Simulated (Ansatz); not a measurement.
**CH6BNO2: molecular dynamics**

Program: Ansatz 0.2.0. Level of theory: RKS PBE0/6-31G. These are calculated values, not measurements.

### 1 Starting point

Bond lengths: N1–C2 1.413 Å, C2–B3 1.588 Å, B3–O4 1.523 Å, B3–O5 1.469 Å, N1–H6 1.073 Å, N1–H7 1.091 Å, C2–H8 1.111 Å, C2–H9 1.140 Å, O4–H10 0.939 Å, O5–H11 0.976 Å. Angles: N1–C2–B3 108.5°, N1–C2–H8 110.6°, N1–C2–H9 112.4°, B3–C2–H8 108.3°, B3–C2–H9 111.4°, H8–C2–H9 105.5°, C2–N1–H6 108.9°, C2–N1–H7 106.7°, H6–N1–H7 100.9°, C2–B3–O4 120.3°, C2–B3–O5 121.0°, O4–B3–O5 118.3°, B3–O4–H10 105.0°, B3–O5–H11 102.8°.

Coordinates:

```xyz
11

N    -1.4862   -0.0291    0.5751
C    -0.1094    0.2392    0.7475
B     0.6652   -0.2520   -0.5484
O     1.5823    0.7008   -1.3043
O     0.6362   -1.6625   -0.9591
H    -2.0116    0.2615    1.4638
H    -1.8619    0.7063   -0.1373
H     0.2902   -0.3149    1.6231
H     0.0958    1.3398    0.9634
H     2.4058    0.6534   -0.8553
H    -0.1409   -1.6997   -1.5479
```

### 2 Relaxing the start

Contents of input.yaml:

```yaml
crystal:
  periodic: [false, false, false]
  atoms:
    - { symbol: "N", position_ang: [-1.4862, -0.0291, 0.5751] }
    - { symbol: C, position_ang: [-0.1094, 0.2392, 0.7475] }
    - { symbol: B, position_ang: [0.6652, -0.252, -0.5484] }
    - { symbol: O, position_ang: [1.5823, 0.7008, -1.3043] }
    - { symbol: O, position_ang: [0.6362, -1.6625, -0.9591] }
    - { symbol: H, position_ang: [-2.0116, 0.2615, 1.4638] }
    - { symbol: H, position_ang: [-1.8619, 0.7063, -0.1373] }
    - { symbol: H, position_ang: [0.2902, -0.3149, 1.6231] }
    - { symbol: H, position_ang: [0.0958, 1.3398, 0.9634] }
    - { symbol: H, position_ang: [2.4058, 0.6534, -0.8553] }
    - { symbol: H, position_ang: [-0.1409, -1.6997, -1.5479] }
basis:
  gaussian: { orbitals: "6-31G" }
hamiltonian:
  xc: pbe0
relax:
  f_tol: 0.02
  max_steps: 40
scf:
  lower_state_search: "off"
```

Launch:

```bash
$ ansatz run input.yaml --threads 1 --pin off --max-ram 2048MiB --backend cpu --events-out ev --progress --plain --runs-dir out
```

What time and memory should one allow on 1 thread of AMD EPYC 9R45 (Zen 5), shared host?

About 21 s, with a peak of 0.16 GiB.
